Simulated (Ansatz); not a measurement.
**C₄H₁₂Cl₂N₂Sn: basis-set convergence**

One table from this session's results is given with a row withheld; the runs are named, their logs left out.

Method: one geometry, several basis sets; program: Ansatz 0.2.0, Gaussian basis.

The runs, in order: PBE0-D4/def2-SVP; ωB97M-V/def2-SVP; PBE0-D4/def2-QZVPP; ωB97M-V/def2-QZVPP; the functionals' def2-TZVPP values are taken from earlier runs.

## The relaxed structure

The geometry comes from an earlier relaxation with PBE0-D4 in a triple-zeta def2 set; it is a stationary point, not always the lowest conformer. Sn takes the def2 core potential; no spin-orbit term is included.

SMILES `C[N](C)[Sn]([Cl])([Cl])[N](C)C`, 21 atoms, charge 0, spin multiplicity 1.

Atoms are counted from 1 here; the program's logs count them from 0.

Bond lengths: C1–N2 1.446 Å, C1–H10 1.091 Å, C1–H11 1.100 Å, C1–H12 1.097 Å, N2–C3 1.448 Å, N2–Sn4 1.996 Å, C3–H13 1.093 Å, C3–H14 1.100 Å, C3–H15 1.097 Å, Sn4–Cl5 2.328 Å, Sn4–Cl6 2.328 Å, Sn4–N7 1.996 Å, N7–C8 1.446 Å, N7–C9 1.448 Å, C8–H16 1.100 Å, C8–H17 1.097 Å, C8–H18 1.091 Å, C9–H19 1.093 Å and more. Angles: N2–C1–H10 110.7°, N2–C1–H11 113.1°, N2–C1–H12 109.3°, H10–C1–H11 108.4°, H10–C1–H12 107.6°, H11–C1–H12 107.5°, C1–N2–C3 113.2°, C1–N2–Sn4 119.5°, C3–N2–Sn4 116.3°, N2–C3–H13 110.7°, N2–C3–H14 113.2°, N2–C3–H15 109.4°, H13–C3–H14 108.2°, H13–C3–H15 107.6°, H14–C3–H15 107.6°, N2–Sn4–Cl5 115.0°, N2–Sn4–Cl6 106.4°, N2–Sn4–N7 107.5° and more.

The first run:

Input file in.yaml:

```yaml
crystal:
  periodic: [false, false, false]
  atoms:
    - {symbol: C, position_ang: [1.617280, -0.263973, -2.448811]}
    - {symbol: N, position_ang: [1.116415, -0.369114, -1.096561]}
    - {symbol: C, position_ang: [1.695022, -1.472478, -0.358369]}
    - {symbol: Sn, position_ang: [-0.801973, 0.036828, -0.723353]}
    - {symbol: Cl, position_ang: [-2.290288, -1.678230, -1.237149]}
    - {symbol: Cl, position_ang: [-1.365545, 1.845432, -2.076644]}
    - {symbol: N, position_ang: [-0.976809, 0.363166, 1.238236]}
    - {symbol: C, position_ang: [-2.280758, 0.292284, 1.858965]}
    - {symbol: C, position_ang: [-0.137049, 1.404365, 1.793306]}
    - {symbol: H, position_ang: [1.152133, 0.575306, -2.968879]}
    - {symbol: H, position_ang: [1.450393, -1.175070, -3.042511]}
    - {symbol: H, position_ang: [2.698418, -0.080114, -2.422280]}
    - {symbol: H, position_ang: [1.292644, -1.510656, 0.656878]}
    - {symbol: H, position_ang: [1.522084, -2.449385, -0.833940]}
    - {symbol: H, position_ang: [2.779910, -1.329903, -0.279977]}
    - {symbol: H, position_ang: [-2.844375, 1.234431, 1.788092]}
    - {symbol: H, position_ang: [-2.163670, 0.056747, 2.923955]}
    - {symbol: H, position_ang: [-2.879942, -0.501292, 1.408927]}
    - {symbol: H, position_ang: [0.837550, 1.418325, 1.299078]}
    - {symbol: H, position_ang: [0.033855, 1.205601, 2.858705]}
    - {symbol: H, position_ang: [-0.579794, 2.408133, 1.709428]}
basis:
  gaussian: {orbitals: def2-SVP}
hamiltonian: {xc: pbe0, dispersion: d4}
output: {orbitals: {seedname: orbitals}}
```

Steps of the session up to this table: PBE0-D4 in def2-SVP; ωB97M-V in def2-SVP; PBE0-D4 in def2-QZVPP; ωB97M-V in def2-QZVPP.

One of the session's tables, all rows but one given; the rest of the session is left out.

It belongs to the step «Density functionals: the series». 

| functional | basis | HOMO (eV) |
| --- | --- | --- |
| PBE0-D4 | def2-SVP | ? |
| PBE0-D4 | def2-TZVPP | -6.67 |
| PBE0-D4 | def2-QZVPP | -6.70 |
| ωB97M-V | def2-SVP | -8.82 |
| ωB97M-V | def2-TZVPP | -8.95 |
| ωB97M-V | def2-QZVPP | -8.97 |

**Question.** Estimate the row for PBE0-D4, def2-SVP.

As computed: HOMO (eV): -6.56. In the column «HOMO (eV)» it is the highest.
